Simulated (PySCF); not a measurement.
**SrIn−: bond curves at several levels of theory**

The task here is to estimate one member of a computed series from the others.

Computed with PySCF 2.14.0. Level: Sr def2-SVPD with ECP28, In def2-SVPD with ECP28, scalar-relativistic core potentials.

4 further runs of the same task are left out: 4 set aside as unsound or not needed.

Set-up of the first run:

A driver script around PySCF takes these settings:

| Item | Value |
| --- | --- |
| atoms | Sr, In |
| charge | -1 |
| basis | Sr def2-SVPD with ECP28, In def2-SVPD with ECP28 |
| Hamiltonian | scalar-relativistic core potentials |
| basis functions | 58 |
| electrons treated | 32 |
| masses in u | 87.9056, 114.9039 |
| levels | PBE0, PBE, r²SCAN, B3LYP, B2PLYP, PW91, CAM-B3LYP, MP2 |
| grid | 80 radial by 434 angular points |
| occupations | held fixed by the projection of orbital angular momentum |
| dissociation limit | Sr + In−, each in its ground configuration |
| starting distance in angstrom | 3.200 |
| values of 2S to try | 0, 2 |

Command:

```
OMP_NUM_THREADS=1 python dia.py task.json out
```

Among the steps run: The job; PBE0 along the bond; PBE; r²SCAN (meta-GGA); B3LYP (global hybrid GGA); B2PLYP (double hybrid); PW91 (GGA); CAM-B3LYP.

One table of the session follows, with a row left open; its other results are not shown here.

Energy (eV) from each level's lowest point:

| R (Å) | ROHF-MP2 | PBE | PW91 | r²SCAN | B3LYP |
| --- | --- | --- | --- | --- | --- |
| 2.801 | 0.429 | 0.367 | 0.354 | 0.339 | 0.406 |
| 2.931 | 0.198 | 0.160 | 0.151 | 0.137 | 0.187 |
| 3.062 | 0.068 | 0.048 | 0.043 | 0.033 | 0.064 |
| 3.159 | 0.019 | 0.010 | 0.008 | 0.002 | 0.018 |
| 3.257 | 0.000 | 0.000 | 0.000 | 0.000 | 0.000 |
| 3.355 | ? | ? | ? | ? | ? |
| 3.485 | 0.030 | 0.049 | 0.054 | 0.070 | 0.030 |
| 3.648 | 0.087 | 0.119 | 0.127 | 0.157 | 0.086 |
| 3.843 | 0.172 | 0.221 | 0.232 | 0.278 | 0.169 |
| 4.104 | 0.290 | 0.362 | 0.375 | 0.442 | 0.284 |

Estimate the missing values for R (Å) = 3.355.

Worked estimate for «ROHF-MP2». A straight line through the neighbours (3.257, 0.000) and (3.485, 0.030) gives 0.000 + (0.030 − 0.000) × (3.355 − 3.257) / (3.485 − 3.257) = 0.013; a parabola fitted to 4 rows on both sides gives 0.005.

As computed: ROHF-MP2: 0.003; PBE: 0.011; PW91: 0.013; r²SCAN: 0.020; B3LYP: 0.003. In «ROHF-MP2» the line misses by +0.010 and the parabola by +0.002.
